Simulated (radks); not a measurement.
# Be²⁺ with its nuclear charge varied continuously

What is the energy between the elements? 2 electrons are held in [He] while Z is changed in small steps.

Method: scalar-relativistic Kohn-Sham, r2SCAN, spin-unpolarised, spherical densities, finite nucleus. Code: radks (a radial shooting solver on a logarithmic mesh, Libxc functionals) version 1.

### Step 1. The system

```
element            : beryllium (Z = 4)
charge             : +2
electrons          : 2
configuration      : [He]
nuclear rms radius : 2.519 fm
```

The outer shells:

Be²⁺
```
1s [↑↓]
```

In the logs a row gives level, spin channel, occupation and eigenvalue; Etot, Ekin, Encl (electron-nucleus), Eh (Hartree) and Exc are energies, all in hartree; err is the last residual, it the number of iterations.

### Step 2. Z = 4

Input:

```text
Z 4
configuration [He]
relativity scalar-relativistic
functional r2scan,r2scan
spin unpolarised
nucleus finite rms 2.519 fm
c 137.035999084
```

What it wrote:

```text
1s      1   2.0000          -4.94447254
Etot -13.66033629911091
Ekin 13.627412343242286
Encl -29.51437366710238
Eh 4.546653438627224
Exc -2.320028413878041
err 7.147931215702864e-07
it 11
```

Highest occupied level: 1s at -134.55 eV.

Radial moments (bohr):

| level | occupation | energy (eV) | <r> | outermost maximum (interpolated) | 90 % within | nodes |
| --- | --- | --- | --- | --- | --- | --- |
| 1s | 2 | -134.55 | 0.4154 | 0.265 | 0.747 | 0 |

The radial density on a logarithmic grid:

| r (bohr) | 4πr²ρ (e/bohr) |
| --- | --- |
| 0.0147 | 0.08326 |
| 0.0185 | 0.1284 |
| 0.0233 | 0.1965 |
| 0.0296 | 0.3019 |
| 0.0374 | 0.4513 |
| 0.0471 | 0.6641 |
| 0.0594 | 0.9578 |
| 0.0749 | 1.347 |
| 0.0945 | 1.836 |
| 0.119 | 2.406 |
| 0.150 | 3.003 |
| 0.190 | 3.528 |
| 0.239 | 3.847 |
| 0.301 | 3.825 |
| 0.380 | 3.395 |
| 0.479 | 2.619 |
| 0.605 | 1.698 |
| 0.763 | 0.8869 |
| 0.962 | 0.3533 |
| 1.21 | 0.1003 |
| 1.53 | 0.01861 |

### Step 3. Z = 3.5

Changes since step 2:

```diff
@@ -1,2 +1,2 @@
-Z 4
+Z 3.5
 configuration [He]
```

What it wrote:

```text
1s      1   2.0000          -3.48497789
Etot -10.221227150995404
Ekin 10.18689603820619
Encl -22.32226194254958
Eh 3.9207778123067705
Exc -2.0066390589587817
err 6.923577131175248e-07
it 11
```

Energy against step 2 (Z = 4): +93.583 eV. Highest occupied level: 1s at -94.831 eV.

### Step 4. Z = 3.75

Changes since step 3:

```diff
@@ -1,2 +1,2 @@
-Z 3.5
+Z 3.75
 configuration [He]
```

What it wrote:

```text
1s      1   2.0000          -4.18344770
Etot -11.878230421535319
Ekin 11.844453916744092
Encl -25.793054076063243
Eh 4.233716139103436
Exc -2.163346401319604
err 6.896732908046509e-07
it 11
```

E − E(step 2, Z = 4) = +48.494 eV. 1s is the highest filled level (-113.84 eV).

### Step 5. Z = 4.25

Changes since step 4:

```diff
@@ -1,2 +1,2 @@
-Z 3.75
+Z 4.25
 configuration [He]
```

What it wrote:

```text
1s      1   2.0000          -5.76805915
Etot -15.567566869293458
Ekin 15.535820807750207
Encl -33.48629265641864
Eh 4.859598724924865
Exc -2.4766937455498885
err 7.392446652928547e-07
it 11
```

E − E(step 2, Z = 4) = -51.898 eV. The top filled level is 1s, -156.96 eV.

### Step 6. Z = 4.5

Changes since step 5:

```diff
@@ -1,2 +1,2 @@
-Z 4.25
+Z 4.5
 configuration [He]
```

What it wrote:

```text
1s      1   2.0000          -6.65421537
Etot -17.599944721997932
Ekin 17.569733709076885
Encl -37.70888836020123
Eh 5.172559266018418
Exc -2.6333493368920076
err 7.572114203221921e-07
it 11
```

Energy against step 2 (Z = 4): -107.202 eV. The top filled level is 1s, -181.07 eV.

### Step 7. Z = 4.75

Changes since step 6:

```diff
@@ -1,2 +1,2 @@
-Z 4.5
+Z 4.75
 configuration [He]
```

What it wrote:

```text
1s      1   2.0000          -7.60294979
Etot -19.757493132421814
Ekin 19.729209782321284
Encl -42.18224312459245
Eh 5.485541080486907
Exc -2.790000870637553
err 6.328250517606906e-07
it 11
```

E − E(step 2, Z = 4) = -165.912 eV. The top filled level is 1s, -206.89 eV.

### Step 8. Z = 5

Changes since step 7:

```diff
@@ -1,2 +1,2 @@
-Z 4.75
+Z 5
 configuration [He]
```

What it wrote:

```text
1s      1   2.0000          -8.61427248
Etot -22.040236193157718
Ekin 22.01431310453557
Encl -46.90644559582813
Eh 5.798549489699683
Exc -2.946653191564842
err 6.389434999332635e-07
it 11
```

E − E(step 2, Z = 4) = -228.029 eV. Highest occupied level: 1s at -234.41 eV.

### Step 9. Summary of results

| Z | E (hartree) | E(electron-nucleus)/Z (hartree) | highest level | its energy (eV) | <r> (bohr) |
| --- | --- | --- | --- | --- | --- |
| 3.5 | -10.22123 | -6.37779 | 1s | -94.831 | 0.4824 |
| 3.75 | -11.87823 | -6.87815 | 1s | -113.84 | 0.4464 |
| 4 | -13.66034 | -7.37859 | 1s | -134.55 | 0.4154 |
| 4.25 | -15.56757 | -7.87913 | 1s | -156.96 | 0.3885 |
| 4.5 | -17.59994 | -8.37975 | 1s | -181.07 | 0.3648 |
| 4.75 | -19.75749 | -8.88047 | 1s | -206.89 | 0.3439 |
| 5 | -22.04024 | -9.38129 | 1s | -234.41 | 0.3252 |

At Z = 4 the central difference of E is -7.379 hartree, against -7.379 from the Hellmann-Feynman theorem; the scalar-relativistic energy here is not variational, so the two differ by a part that grows with Z. The top level goes from -94.831 eV at Z = 3.5 to -234.41 eV at Z = 5.
